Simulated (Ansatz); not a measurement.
**C₂HGa (singlet): from Hartree-Fock to the top rungs, cc-pVDZ**

How much of the correlation energy of C₂HGa (singlet) does each wave-function method recover here?

The runs use Ansatz 0.2.0, Gaussian basis; cc-pVDZ, core rule «outside noble gas», up to 16 orbitals frozen.

To be run: UHF; CCSD(T) on RHF; BCCD(T) on RHF; CISD; CCSDT(Q) on RHF; CCSDTQ on RHF.

3 further runs of the same task are left out: 3 set aside as unsound or not needed.

### Step 1. The system

The geometry is a PBE0/def2-TZVP stationary point (not a proven minimum). No spin-orbit coupling is included. The filled d shell of Ga may be among the frozen orbitals whatever the setting's name suggests; the logs give the count.

4 atoms, charge 0, spin multiplicity 1.

Atoms are counted from 1 here; the program's logs count them from 0.

Bond lengths: C1–C2 1.216 Å, C1–H4 1.067 Å, C2–Ga3 2.016 Å. Angles: C2–C1–H4 180.0°, C1–C2–Ga3 180.0°.

As a file:

```
C     0.0000    0.0000    0.8450
C     0.0000    0.0000   -0.3707
Ga    0.0000    0.0000   -2.3868
H     0.0000    0.0000    1.9124
```

### Step 2. UHF

in.yaml reads:

```yaml
crystal:
  periodic: [false, false, false]
  atoms:
    - {symbol: C, position_ang: [0.000000, 0.000000, 0.845025]}
    - {symbol: C, position_ang: [0.000000, 0.000000, -0.370675]}
    - {symbol: Ga, position_ang: [0.000000, 0.000000, -2.386775]}
    - {symbol: H, position_ang: [0.000000, 0.000000, 1.912425]}
basis:
  gaussian: {orbitals: cc-pVDZ}
magnetization: {spin_polarized: true, initial_magnetization: 0}
hamiltonian: {xc: hf}
output: {orbitals: {seedname: orbitals}}
```

The run is started by

```bash
> ansatz run in.yaml --threads 1 --pin off --events-out ev --progress --plain --max-ram 3968MiB --backend cpu
```

The runs that follow: CCSD(T) on RHF; BCCD(T) on RHF; CISD; CCSDT(Q) on RHF; CCSDTQ on RHF.

**Question.** What will the summary of the whole plan be? Wanted: RCCSDTQ from the RHF energy; RMP2 from RCCSDTQ; RCCSD from RCCSDTQ; RCCSD(T) from RCCSDTQ; RCCSDT(Q) from RCCSDTQ; T1 diagnostic.

As calculated:

| quantity | value |
| --- | --- |
| RCCSDTQ from the RHF energy | -8.9346 eV |
| RMP2 from RCCSDTQ | +24.50 kcal/mol |
| RCCSD from RCCSDTQ | +9.81 kcal/mol |
| RCCSD(T) from RCCSDTQ | +1.05 kcal/mol |
| RCCSDT(Q) from RCCSDTQ | -0.09 kcal/mol |
| levels within 1 kcal/mol (43 meV) | RCCSDT, RCCSDT(Q) |
| T1 diagnostic | 0.014 |

What this shows: RCCSD(T) misses by +1.05 kcal/mol, 0.5 % of the correlation energy. These misses are within one basis, not against nature.
